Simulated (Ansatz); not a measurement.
# SiGeW3: the cost of one run

Computed with Ansatz 0.2.0 (DFT PBE, scalar-relativistic, plane waves, PAW, unless a step's input says otherwise).

## 1. The system as given

The structure is tetragonal, space group P4/mmm (No. 123). The conventional cell has a = 4.531 Å, b = 4.531 Å, c = 4.442 Å, α = 90.00°, β = 90.00°, γ = 90.00°. Si (site symmetry 4/mmm) is surrounded by 2 Ge at 2.22 Å and 4 W at 2.27 Å. Ge (site symmetry 4/mmm) has 2 Si at 2.22 Å as nearest neighbours. W (site symmetry mmm) is surrounded by 2 Si at 2.27 Å. Around W (site symmetry 4/mmm) lie 8 W at 3.17 Å and 4 Ge at 3.20 Å.

Coordinates:

```
Si Ge W
1.0
     4.53062    0.00000    0.00000
     0.00000    4.53062    0.00000
     0.00000    0.00000    4.44205
Si Ge W
1 1 3
Direct
  0.50000 0.50000 0.00000
  0.50000 0.50000 0.50000
  0.50000 0.00000 0.00000
  0.00000 0.50000 0.00000
  0.00000 0.00000 0.50000
```

The cell was relaxed beforehand at this level, from a generated guess; it is a trial structure. At a tolerance of 0.05 Å it has space group P4/mmm (No. 123); it has 18.24 Å³/atom, an uncorrected energy of +1.74 eV/atom over the elements.

## 2. Static run: bands, density of states and charges

Input file input.yaml:

```yaml
crystal:
  lattice:
    - [4.530620389, 0.0, 0.0]
    - [0.0, 4.530620389, 0.0]
    - [0.0, 0.0, 4.4420549]
  atoms:
    - { symbol: Si, position: [0.5, 0.5, 0.0] }
    - { symbol: Ge, position: [0.5, 0.5, 0.5] }
    - { symbol: W, position: [0.5, 0.0, 0.0] }
    - { symbol: W, position: [0.0, 0.5, 0.0] }
    - { symbol: W, position: [0.0, 0.0, 0.5] }
basis:
  ecutwfc: 420
kpoints:
  mp_grid: { grid: [8, 8, 8] }
  band_path:
    path:
      - [[0.0, 0.0, 0.0], [0.0, 0.5, 0.0], [0.5, 0.5, 0.0], [0.0, 0.0, 0.0], [0.0, 0.0, 0.5], [0.0, 0.5, 0.5], [0.5, 0.5, 0.5], [0.0, 0.0, 0.5]]
      - [[0.0, 0.5, 0.0], [0.0, 0.5, 0.5]]
      - [[0.5, 0.5, 0.0], [0.5, 0.5, 0.5]]
    npoints: 14
hamiltonian:
  xc: pbe
scf:
  occupations: { method: gaussian, width: 0.1 }
  n_extra_bands: 12
output:
  forces: true
  stress: true
  eigenvalues: true
  populations: true
  dos: { projected: true, de: 0.02, nscf_kmesh: { grid: [10, 10, 10] } }
  bader: true
```

Command:

```bash
ansatz run input.yaml --threads 1 --pin off --max-ram 2560MiB --backend cpu --events-out ev --progress --plain --runs-dir out
```

Q: Estimate wall time and peak memory on 1 thread of Arm Neoverse V2, shared host.

About 89 s, with a peak of 0.57 GiB.
